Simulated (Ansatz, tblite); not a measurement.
# Ga3N3 wurtzite hole sphere (Ga3N3H12): which spin state is lowest

Aim: set other spin states of Ga3N3 wurtzite hole sphere (Ga3N3H12) against its singlet, on many levels of theory.

Method: as each input shows; program: Ansatz 0.2.0, Gaussian basis.

Levels to be run: triplet, at the geometry of the singlet (GFN1-xTB, GFN2-xTB, PBE0-D4/def2-TZVP, PBE-D4/def2-TZVP); the singlet's energies come from earlier runs.

3 further runs of the same task are left out: 1 that didn't finish, 2 set aside as unsound or not needed.

### 1 The relaxed structure

The geometry is that of the singlet, from an earlier relaxation (PBE0-D4/def2-SVP).

18 atoms, charge 0, spin multiplicity 1.

Bond lengths: N1–Ga2 2.009 Å, N1–Ga4 2.009 Å, N1–H7 1.023 Å, N1–H8 1.022 Å, Ga2–N3 2.009 Å, Ga2–H9 1.581 Å, Ga2–H10 1.568 Å, N3–Ga6 2.009 Å, N3–H11 1.022 Å, N3–H12 1.023 Å, Ga4–N5 2.009 Å, Ga4–H13 1.581 Å, Ga4–H14 1.568 Å, N5–Ga6 2.009 Å, N5–H15 1.022 Å, N5–H16 1.023 Å, Ga6–H17 1.568 Å, Ga6–H18 1.581 Å. Angles: Ga2–N1–Ga4 120.9°, Ga2–N1–H7 105.2°, Ga2–N1–H8 110.1°, Ga4–N1–H7 105.2°, Ga4–N1–H8 110.1°, H7–N1–H8 103.7°, N1–Ga2–N3 101.6°, N1–Ga2–H9 106.5°, N1–Ga2–H10 108.0°, N3–Ga2–H9 106.5°, N3–Ga2–H10 108.0°, H9–Ga2–H10 124.1°, Ga2–N3–Ga6 120.9°, Ga2–N3–H11 110.1°, Ga2–N3–H12 105.2°, Ga6–N3–H11 110.1°, Ga6–N3–H12 105.2°, H11–N3–H12 103.7° and more.

### 2 Triplet at the fixed geometry, GFN1-xTB

Tight binding, by tblite at 300 K electronic temperature and without a spin-polarisation term:

```python
tblite.interface.Calculator('GFN1-xTB', numbers, positions, charge=0, uhf=2).singlepoint()
```

Energy -541.6714 eV; 0.016 s.

### 3 Triplet at the fixed geometry, GFN2-xTB

Tight binding, by tblite at 300 K electronic temperature and without a spin-polarisation term:

```python
tblite.interface.Calculator('GFN2-xTB', numbers, positions, charge=0, uhf=2).singlepoint()
```

Energy -497.3635 eV; 0.014 s.

### 4 Triplet at the fixed geometry, PBE0-D4/def2-TZVP

Contents of in.yaml:

```yaml
crystal:
  periodic: [false, false, false]
  atoms:
    - {symbol: N, position_ang: [-0.005168, -1.797369, -0.298055]}
    - {symbol: Ga, position_ang: [-1.750006, -1.003983, 0.302568]}
    - {symbol: N, position_ang: [-1.554201, 0.902020, -0.300419]}
    - {symbol: Ga, position_ang: [1.745206, -1.013486, 0.298992]}
    - {symbol: N, position_ang: [1.558513, 0.893992, -0.302285]}
    - {symbol: Ga, position_ang: [0.005403, 2.018659, 0.295839]}
    - {symbol: H, position_ang: [-0.007374, -2.754824, 0.062643]}
    - {symbol: H, position_ang: [-0.006563, -1.920153, -1.312193]}
    - {symbol: H, position_ang: [-2.872807, -1.649126, -0.605084]}
    - {symbol: H, position_ang: [-1.772409, -1.015475, 1.870727]}
    - {symbol: H, position_ang: [-1.660408, 0.961431, -1.314689]}
    - {symbol: H, position_ang: [-2.382135, 1.383680, 0.059243]}
    - {symbol: H, position_ang: [2.862492, -1.663854, -0.611727]}
    - {symbol: H, position_ang: [1.771184, -1.026150, 1.867094]}
    - {symbol: H, position_ang: [1.664233, 0.953578, -1.316589]}
    - {symbol: H, position_ang: [2.389235, 1.371032, 0.057093]}
    - {symbol: H, position_ang: [0.006471, 2.050136, 1.863889]}
    - {symbol: H, position_ang: [0.008324, 3.309922, -0.617046]}
basis:
  gaussian: {orbitals: def2-TZVP}
magnetization: {spin_polarized: true, initial_magnetization: 2}
hamiltonian: {xc: pbe0, dispersion: d4}
scf: {omitted_lower_state_checks: [starts]}
output: {orbitals: {seedname: orbitals}}
```

Run with:

```bash
$ ansatz run in.yaml --threads 4 --pin off --events-out ev --progress --plain --max-ram 4787MiB
```

The log of the run:

```text
Functional definition: PBE0
  name "PBE0"
  cite "Adamo & Barone, J. Chem. Phys. 110, 6158 (1999) doi:10.1063/1.478522"
  cite "Perdew, Burke & Ernzerhof, Phys. Rev. Lett. 77, 3865 (1996) doi:10.1103/PhysRevLett.77.3865"
  parent pbe
  parameter a = 0.25
  parameter kappa = 0.804
  parameter beta = 0.06672455060314922
  exchange = (1 - a)*pbe_x(kappa = kappa, mu = beta*pi^2/3) + a*exact_x
  correlation = pbe_c(beta = beta)
these checks for a lower state are left out or cut short: starts
2232 factors; their error is unknown
the host lacks memory for fits, so the integrals are decomposed
2142 factors; integrals over basis functions are off by at most 1.7e-3 eV
mean field evaluation 1: about -161753.0147 eV, gradient 7.4e1 eV
mean field evaluation 2: about -161700.1742 eV, gradient 1.2e2 eV
mean field evaluation 4: about -161768.3387 eV, gradient 2.4e1 eV
mean field evaluation 8: about -161772.4965 eV, gradient 1.8e0 eV
mean field evaluation 16: about -161772.6809 eV, gradient 2.8e-1 eV
mean field evaluation 32: about -161772.6836 eV, gradient 2.9e-3 eV
mean field -161772.68363452 eV, -5945.0364701053 hartree, gradient 8.6e-6 eV, S^2 2.010343; 0 other end points of the search recorded, 0 dependent functions left out
reference -161772.68368437 eV, -5945.0364719373 hartree; 64, 62 occupied and 245, 247 virtual orbitals, 2142 factors
Total energy: -161773.20355376 eV, -5945.0555767850 hartree
Checks for a lower state left out: starts
```

It took 65 s on 4 threads of Arm Neoverse V2, shared host; peak memory 1.8 GiB.

From the report: HOMO -1.74 eV, LUMO -6.73 eV (over both spins; with the spin held, an empty level of the minority spin lies below the top filled one); ⟨S²⟩ 2.010 (pure: 2.00).

### 5 Triplet at the fixed geometry, PBE-D4/def2-TZVP

start.molden holds the orbitals of an earlier run on this state, given as this run's starting guess.

Changes to in.yaml since step 4:

```diff
@@ -22,5 +22,5 @@
 basis:
-  gaussian: {orbitals: def2-TZVP}
+  gaussian: {orbitals: def2-TZVP, initial_orbitals: start.molden}
 magnetization: {spin_polarized: true, initial_magnetization: 2}
-hamiltonian: {xc: pbe0, dispersion: d4}
+hamiltonian: {xc: pbe, dispersion: d4}
 scf: {omitted_lower_state_checks: [starts]}
```

Launched as before.

The log of the run:

```text
Functional definition: PBE
  name "PBE"
  cite "Perdew, Burke & Ernzerhof, Phys. Rev. Lett. 77, 3865 (1996) doi:10.1103/PhysRevLett.77.3865"
  parent pbe
  parameter kappa = 0.804
  parameter beta = 0.06672455060314922
  exchange = pbe_x(kappa = kappa, mu = beta*pi^2/3)
  correlation = pbe_c(beta = beta)
these checks for a lower state are left out or cut short: starts
2097 factors; their error is unknown
mean field evaluation 1: about -161769.1759 eV, gradient 1.1e1 eV
mean field evaluation 2: about -161769.4427 eV, gradient 3.5e-1 eV
mean field evaluation 4: about -161769.4032 eV, gradient 3.2e-1 eV
mean field evaluation 8: about -161769.4096 eV, gradient 5.4e-1 eV
mean field evaluation 16: about -161769.4278 eV, gradient 1.8e-2 eV
mean field -161769.42785051 eV, -5944.9168222498 hartree, gradient 6.5e-6 eV, S^2 2.002677; 0 other end points of the search recorded, 0 dependent functions left out
reference -161769.42791846 eV, -5944.9168247468 hartree; 64, 62 occupied and 245, 247 virtual orbitals, 2097 factors
Total energy: -161770.02875341 eV, -5944.9389050241 hartree
Checks for a lower state left out: starts
```

Wall time 55 s (4 threads of Arm Neoverse V2, shared host); peak memory 1.5 GiB.

HOMO -1.21 eV, LUMO -6.94 eV (over both spins; with the spin held, an empty level of the minority spin lies below the top filled one); ⟨S²⟩ 2.003 (pure: 2.00).

### 6 Triplet less singlet, vertical

The singlet's energies are those of its earlier runs, whose logs aren't repeated here.

```
            level  triplet less singlet, vertical (eV)     time
         GFN1-xTB                               +6.730  0.028 s
         GFN2-xTB                               +7.328  0.022 s
 PBE-D4/def2-TZVP                               +5.752     62 s
PBE0-D4/def2-TZVP                               +6.436     87 s
```

Times add the two runs; a level without a time comes out of a correlated run. Tight binding without a spin term can't rank spin states.

### 7 Summary of results

| quantity | value |
| --- | --- |
| triplet less singlet, vertical, functionals in def2-TZVP | +5.752 (PBE-D4) to +6.436 eV (PBE0-D4) |

**Reading.** All functionals put the triplet above the singlet, over a spread of 0.684 eV. The checks for a lower triplet were left out, so another state of that spin may lie lower. These are electronic energies, without zero-point motion, entropy or surroundings.
